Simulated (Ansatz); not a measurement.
## TaF3 in Ansatz: the effect of target pressure

The system is TaF3.

```
CELL_PARAMETERS angstrom
3.90120 0.00000 0.00000
0.00000 3.90120 0.00000
0.00000 0.00000 3.90120
ATOMIC_POSITIONS crystal
Ta 0.00000 0.00000 0.00000
F 0.00000 0.00000 0.50000
F 0.00000 0.50000 0.00000
F 0.50000 0.00000 0.00000
```

Alike in all runs:

```yaml
Program: Ansatz 0.2.0
Task: relaxation of cell and atoms
Functional: PBE
Potentials_or_basis: Ansatz PAW
Cutoff: "420 eV (not typed: the program's choice for these potentials)"
k_mesh: 7 × 7 × 7
Occupations: fermi-dirac, width 0.05 eV
Spin: no spin polarisation
```

Each run relaxes the cell or the atoms first.

One run gave: relaxed volume 16.21 Å³/atom. Which target pressure did it use?
A. 5 GPa
B. 30 GPa
C. 0 GPa
D. 2 GPa
E. 10 GPa

E.

| target pressure | relaxed volume (Å³/atom) |
| --- | --- |
| 0 GPa | 17.55 |
| 2 GPa | 17.23 |
| 5 GPa | 16.81 |
| 10 GPa | 16.21 |
| 20 GPa | 15.27 |
| 30 GPa | 14.55 |

Caveats: the plane-wave basis is chosen anew once the cell has moved, so the energies of steps on either side of that aren't comparable; the volume moved by over 15 % at a fixed basis, so the end points are rough (some runs).
